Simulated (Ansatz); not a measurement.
# Au: the cost of one run

Computed with Ansatz 0.2.0 (DFT PBEsol, scalar-relativistic, plane waves, PAW, unless a step's input says otherwise).

## Step 1: The structure to begin with

Symmetry: Cmcm, No. 63, orthorhombic system. Conventional cell: a = 2.823 Å, b = 5.112 Å, c = 4.893 Å, α = 90.00°, β = 90.00°, γ = 90.00°. Around Au (site symmetry m2m) lie 12 Au at 2.82 to 2.97 Å.

Structure file:

```
CELL_PARAMETERS angstrom
1.41131 -2.55593 0.00000
1.41131 2.55593 0.00000
0.00000 0.00000 4.89317
ATOMIC_POSITIONS crystal
Au 0.66533 0.33467 0.25000
Au 0.33467 0.66533 0.75000
```

It goes back to an entry of the Materials Project, which need not be the stable form.

No relaxation comes first: the listed cell is the starting point.

## Step 2: Zero of energy

The reference gives a free energy of -26014.1591 eV, pressure -5.26 GPa, largest force 0.011 eV/Å and gap on the mesh none (metal). It was computed beforehand with the settings of the runs below.

## Step 3: Next: biaxial against axial strain

The cell is strained by p along both x and y and by q along z, with fractional coordinates fixed.

## Step 4: Point p = -0.080, q = -0.080

Contents of input.yaml:

```yaml
crystal:
  lattice:
    - [1.2984051678, -2.351458383, 0.0]
    - [1.2984051678, 2.351458383, 0.0]
    - [0.0, 0.0, 4.5017160412]
  atoms:
    - { symbol: Au, position: [0.66532797, 0.33467203, 0.25] }
    - { symbol: Au, position: [0.33467203, 0.66532797, 0.75] }
basis:
  ecutwfc: 420
kpoints:
  mp_grid: { grid: [20, 20, 10] }
hamiltonian:
  xc: pbesol
scf:
  occupations: { method: gaussian, width: 0.15 }
output:
  forces: true
  stress: true
  eigenvalues: true
  write_density: true
  write_potential: true
  elf: true
  volumetric_format: npy
```

The run is started by

```console
> ansatz run input.yaml --threads 1 --pin off --max-ram 2560MiB --backend cpu --events-out ev --progress --plain --runs-dir out
```

What time and memory should one allow on 1 thread of Intel Xeon 6975P-C (Granite Rapids), shared host?

About 11 s, with a peak of 0.62 GiB.
